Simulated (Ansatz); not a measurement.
CoO, space group R-3m, a band structure

Computed with Ansatz 0.2.0, Python API.

Interactive session:
```pycon
>>> import warnings
>>> import ansatz
>>> import matplotlib.pyplot as plt
>>> import numpy as np
>>> params = {
...     'scf_tol': 1e-08,
...     'functional': 'pbe',
...     'filling': 'fermi_dirac',
...     'kgrid': (10, 10, 10),
...     'cutoff': 510,
...     'n_empty': 10,
... }
>>> warnings.simplefilter('ignore', ansatz.DeckWarning)
>>> xtal = (
...     ansatz.Lattice.of((1.50547, 0.869183, 2.439927), (-1.50547, 0.869183, 2.439927), (0.0, -1.738366, 2.439927))
...     .atom('Co', (0.0, 0.0, 0.0))
...     .atom('O', (0.5, 0.5, 0.5))
...     .moments(Co=3.2)
... )
>>> # vertices of the path, as fractions of the reciprocal vectors
>>> path = [
...     ('H_0', (0.5, -0.25127, 0.25127)),
...     ('L', (0.5, 0.0, 0.0)),
...     ('G', (0.0, 0.0, 0.0)),
...     ('S_0', (0.37563, -0.37563, 0.0)),
... ]
>>> setup = xtal.calculation()
>>> setup = setup.scf(tolerance=params['scf_tol']).functional(params['functional'])
>>> setup = setup.occupations(params['filling'])
>>> setup = setup.kpoints(*params['kgrid']).basis(params['cutoff'])
>>> setup = setup.spin('collinear').band_structure([point for _, point in path], intervals=8)
>>> setup = setup.scf(extra_bands=params['n_empty'])
>>> done = setup.run(threads=1, pin='off')
>>> summary = done.report
>>> sorted(key for key in summary if key.endswith('_ev'))
['eigenvalues_ev', 'energy_sigma0_ev', 'entropy_ts_ev', 'fermi_energy_ev', 'free_energy_ev', 'gap_by_band_count_ev', 'harris_foulkes_ev', 'internal_energy_ev', 'lagrangian_above_aufbau_ev', 'lagrangian_ev', 'lagrangian_sigma0_ev', 'loop_eigenvalues_ev', 'loop_fermi_energy_ev', 'occupations_fermi_energy_ev', 'residual_norms_ev']
>>> print(f'free energy      {summary["free_energy_ev"]:.5f} eV')
free energy      -5692.17388 eV
>>> print(f'per atom         {summary["free_energy_ev"] / len(done.lattice.sites):.5f} eV')
per atom         -2846.08694 eV
>>> print(f'SCF iterations   {summary["n_iterations"]}  (converged: {summary["converged"]})')
SCF iterations   13  (converged: True)
>>> bands = done.band_structure()
>>> fermi = bands.fermi_energy_ev
>>> print(f'zero of the bands: {fermi:.3f} eV, the Fermi level found on the SCF mesh')
zero of the bands: 14.065 eV, the Fermi level found on the SCF mesh
>>> reciprocal = 2 * np.pi * np.linalg.inv(done.lattice.cell_ang).T
>>> steps = np.linalg.norm(np.diff(bands.kpoints_frac @ reciprocal, axis=0), axis=1)
>>> distance = np.concatenate([[0], np.cumsum(steps)])
>>> fig, ax = plt.subplots(figsize=(5, 4))
>>> for channel, colour in zip(bands.channels, ('C0', 'C3')):
...     ax.plot(distance, channel.eigenvalues_ev - fermi, colour, lw=1)
...
[<matplotlib.lines.Line2D object at 0x...>, <matplotlib.lines.Line2D object at 0x...>, <matplotlib.lines.Line2D object at 0x...>, <matplotlib.lines.Line2D object at 0x...>, <matplotlib.lines.Line2D object at 0x...>, <matplotlib.lines.Line2D object at 0x...>, <matplotlib.lines.Line2D object at 0x...>, <matplotlib.lines.Line2D object at 0x...>, <matplotlib.lines.Line2D object at 0x...>, <matplotlib.lines.Line2D object at 0x...>, <matplotlib.lines.Line2D object at 0x...>, <matplotlib.lines.Line2D object at 0x...>, <matplotlib.lines.Line2D object at 0x...>, <matplotlib.lines.Line2D object at 0x...>, <matplotlib.lines.Line2D object at 0x...>, <matplotlib.lines.Line2D object at 0x...>, <matplotlib.lines.Line2D object at 0x...>, <matplotlib.lines.Line2D object at 0x...>, <matplotlib.lines.Line2D object at 0x...>, <matplotlib.lines.Line2D object at 0x...>, <matplotlib.lines.Line2D object at 0x...>, <matplotlib.lines.Line2D object at 0x...>]
[<matplotlib.lines.Line2D object at 0x...>, <matplotlib.lines.Line2D object at 0x...>, <matplotlib.lines.Line2D object at 0x...>, <matplotlib.lines.Line2D object at 0x...>, <matplotlib.lines.Line2D object at 0x...>, <matplotlib.lines.Line2D object at 0x...>, <matplotlib.lines.Line2D object at 0x...>, <matplotlib.lines.Line2D object at 0x...>, <matplotlib.lines.Line2D object at 0x...>, <matplotlib.lines.Line2D object at 0x...>, <matplotlib.lines.Line2D object at 0x...>, <matplotlib.lines.Line2D object at 0x...>, <matplotlib.lines.Line2D object at 0x...>, <matplotlib.lines.Line2D object at 0x...>, <matplotlib.lines.Line2D object at 0x...>, <matplotlib.lines.Line2D object at 0x...>, <matplotlib.lines.Line2D object at 0x...>, <matplotlib.lines.Line2D object at 0x...>, <matplotlib.lines.Line2D object at 0x...>, <matplotlib.lines.Line2D object at 0x...>, <matplotlib.lines.Line2D object at 0x...>, <matplotlib.lines.Line2D object at 0x...>]
>>> ax.set_xticks(distance[::8], [label for label, _ in path])
[<matplotlib.axis.XTick object at 0x...>, <matplotlib.axis.XTick object at 0x...>, <matplotlib.axis.XTick object at 0x...>, <matplotlib.axis.XTick object at 0x...>]
>>> ax.set(ylim=(-4, 4), ylabel='E - E_F (eV)', xlim=(0, distance[-1]))
[(-4.0, 4.0), Text(0, 0.5, 'E - E_F (eV)'), (0.0, 3.895382214508941)]
>>> ax.grid(axis='x')
>>> fig.savefig('bands.png', dpi=100)
>>> first = bands.channels[0].eigenvalues_ev - fermi
>>> near = np.argsort(np.abs(first.mean(axis=0)))[:4]
>>> for band in sorted(near):
...     print(f'band {band + 1}: {first[:, band].min():.3f} to {first[:, band].max():.3f} eV')
...
band 10: -3.186 to -2.145 eV
band 11: -3.069 to -1.777 eV
band 12: -3.069 to 0.115 eV
band 13: -3.031 to 0.127 eV
```

Absolute energies stand on the zero of these potentials, so only differences at equal settings mean something. The magnetic order follows from the starting moments and needn't be the lowest. The mesh is modest for a metal, so energies can be off by several to tens of meV an atom and pressures by half a GPa or more; differences at equal mesh fare better. Within a few hundredths of an angstrom the cell has the higher group Fm-3m; the lower one is a small distortion. A gap by band count of zero or less means overlapping bands, a metal. With one magnetic atom the cell can hold only ferromagnetic order. The bands listed are those of the first spin channel. Without a Hubbard U or exact exchange, semilocal functionals often make such 3d compounds metallic or too weakly gapped. The structure comes from a database of computed cells and needn't be a stable or known phase. Gaps and levels are Kohn-Sham values on a finite set of k-points. Finished in 12 s on 1 thread of Arm Neoverse V2 (shared host), peak memory 0.47 GiB.
